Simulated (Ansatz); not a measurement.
# Alloy of ZnS and MgS (7 of 8 Zn sites exchanged), 16 atoms with displaced atoms

Aim: a base single point, then the same cell under other settings, to see what each one moves.

Program: Ansatz 0.2.0, PAW, plane waves. These are calculated values, not measurements.

1 further run of the same task is left out (it didn't finish).

**1. The starting cell**

16 atoms (7 Mg, 8 S, 1 Zn); a = 7.942 Å, b = 7.942 Å, c = 7.942 Å, α = 60.00°, β = 60.00°, γ = 60.00°. All atoms were shaken off their sites by about 0.02 Å along each axis.

Structure file:

```
CELL_PARAMETERS angstrom
0.00000 5.61610 5.61610
5.61610 0.00000 5.61610
5.61610 5.61610 0.00000
ATOMIC_POSITIONS crystal
Mg 0.00248 0.00645 0.00063
Mg 0.50201 0.50006 0.49619
Mg 0.99609 0.00016 0.49933
Mg 0.50178 0.50021 0.00318
Mg 0.99893 0.49256 0.00275
Mg 0.49902 0.00104 0.50356
Mg 0.00189 0.49567 0.49982
S 0.12755 0.12578 0.12535
S 0.62626 0.62214 0.62688
S 0.12581 0.12336 0.62900
S 0.62569 0.62934 0.12052
S 0.12058 0.62044 0.12728
S 0.62609 0.12975 0.62259
S 0.62214 0.13067 0.12262
S 0.12577 0.61956 0.62557
Zn 0.49715 0.00433 0.00285
```

**2. PBEsol single point**

Contents of in.yaml:

```yaml
crystal:
  lattice:
    - [0.000000, 5.616101, 5.616101]
    - [5.616101, 0.000000, 5.616101]
    - [5.616101, 5.616101, 0.000000]
  atoms:
    - { symbol: Mg, position: [0.002480, 0.006452, 0.000634] }
    - { symbol: Mg, position: [0.502015, 0.500062, 0.496188] }
    - { symbol: Mg, position: [0.996089, 0.000165, 0.499335] }
    - { symbol: Mg, position: [0.501784, 0.500207, 0.003183] }
    - { symbol: Mg, position: [0.998933, 0.492565, 0.002748] }
    - { symbol: Mg, position: [0.499021, 0.001044, 0.503562] }
    - { symbol: Mg, position: [0.001888, 0.495668, 0.499815] }
    - { symbol: S, position: [0.127550, 0.125784, 0.125346] }
    - { symbol: S, position: [0.626257, 0.622141, 0.626881] }
    - { symbol: S, position: [0.125813, 0.123362, 0.628999] }
    - { symbol: S, position: [0.625692, 0.629337, 0.120521] }
    - { symbol: S, position: [0.120578, 0.620436, 0.127281] }
    - { symbol: S, position: [0.626086, 0.129754, 0.622585] }
    - { symbol: S, position: [0.622144, 0.130672, 0.122625] }
    - { symbol: S, position: [0.125768, 0.619564, 0.625567] }
    - { symbol: Zn, position: [0.497153, 0.004331, 0.002853] }
kpoints:
  mp_grid: { grid: [2, 2, 2], shift: [0.5, 0.5, 0.5] }
hamiltonian:
  xc: pbesol
scf:
  occupations: { method: fermi_dirac, width: 0.01 }
output:
  forces: true
  eigenvalues: true
  stress: true
  populations: true
```

Command:

```bash
$ ansatz run in.yaml --threads 7 --pin off --max-ram 13300MiB --runs-dir r --events-out ev --progress --plain
```

**3. Run again with smearing width 0.1 eV, functional r²SCAN, density threshold 1e-09 eV**

in.yaml: that of step 2 with these lines changed.

```diff
@@ -25,5 +25,7 @@
 hamiltonian:
-  xc: pbesol
+  xc: r2scan
 scf:
-  occupations: { method: fermi_dirac, width: 0.01 }
+  occupations: { method: fermi_dirac, width: 0.1 }
+  max_iter: 80
+  convergence: { dr2_threshold: 1e-09 }
 output:
@@ -32,2 +34 @@
   stress: true
-  populations: true
```

**4. Variant: occupations cold, starting moment 1 μB, accuracy low**

in.yaml: that of step 3 with these lines changed.

```diff
@@ -1 +1,2 @@
+accuracy: low
 crystal:
@@ -25,7 +26,9 @@
 hamiltonian:
-  xc: r2scan
+  xc: pbesol
+magnetization:
+  spin_polarized: true
+  initial_magnetization: 1
 scf:
-  occupations: { method: fermi_dirac, width: 0.1 }
-  max_iter: 80
-  convergence: { dr2_threshold: 1e-09 }
+  occupations: { method: cold, width: 0.01 }
+  max_iter: 90
 output:
```

**5. Run again with k points 2×2×2 shifted, charge changed by 6, at most 9 cycles**

in.yaml: that of step 4 with these lines changed.

```diff
@@ -1,2 +1 @@
-accuracy: low
 crystal:
@@ -27,8 +26,6 @@
   xc: pbesol
-magnetization:
-  spin_polarized: true
-  initial_magnetization: 1
+total_charge: 6
 scf:
-  occupations: { method: cold, width: 0.01 }
-  max_iter: 90
+  occupations: { method: fermi_dirac, width: 0.01 }
+  max_iter: 9
 output:
```

**6. Variant: mixing beta 0.2**

in.yaml: that of step 5 with these lines changed.

```diff
@@ -26,6 +26,6 @@
   xc: pbesol
-total_charge: 6
 scf:
   occupations: { method: fermi_dirac, width: 0.01 }
-  max_iter: 9
+  max_iter: 70
+  mixing: { beta: 0.2 }
 output:
```

Q: Predict the outcome of this session. Wanted: for each run, settings; status; energy from base; forces from base.

The runs gave:

| settings | status | cycles | time | energy from base (meV/atom) | forces from base (eV/Å rms) | filled to empty level on the mesh (eV) |
| --- | --- | --- | --- | --- | --- | --- |
| base | converged | 7 | 2.5 s (7 CPU threads) | 0 | 0 | 3.52 |
| smearing width 0.1 eV, functional r²SCAN, density threshold 1e-09 eV | converged | 9 | 6.3 s (7 CPU threads) | - | 0.019 | 4.21 |
| occupations cold, starting moment 1 μB, accuracy low | converged, settings too loose | 14 | 5.5 s (7 CPU threads) | 0.0 | 0.000 | 3.52 |
| k points 2×2×2 shifted, charge changed by 6, at most 9 cycles | not converged | - | 3.3 s (7 CPU threads) | - | - | - |
| mixing beta 0.2 | converged | 8 | 1.8 s (7 CPU threads) | 0.0 | 0.000 | 3.52 |

**What this shows.** Among these variants the forces move most with smearing width 0.1 eV, functional r²SCAN, density threshold 1e-09 eV (0.019 eV/Å rms). 1 of 4 variants gave no result: k points 2×2×2 shifted, charge changed by 6, at most 9 cycles (not converged).
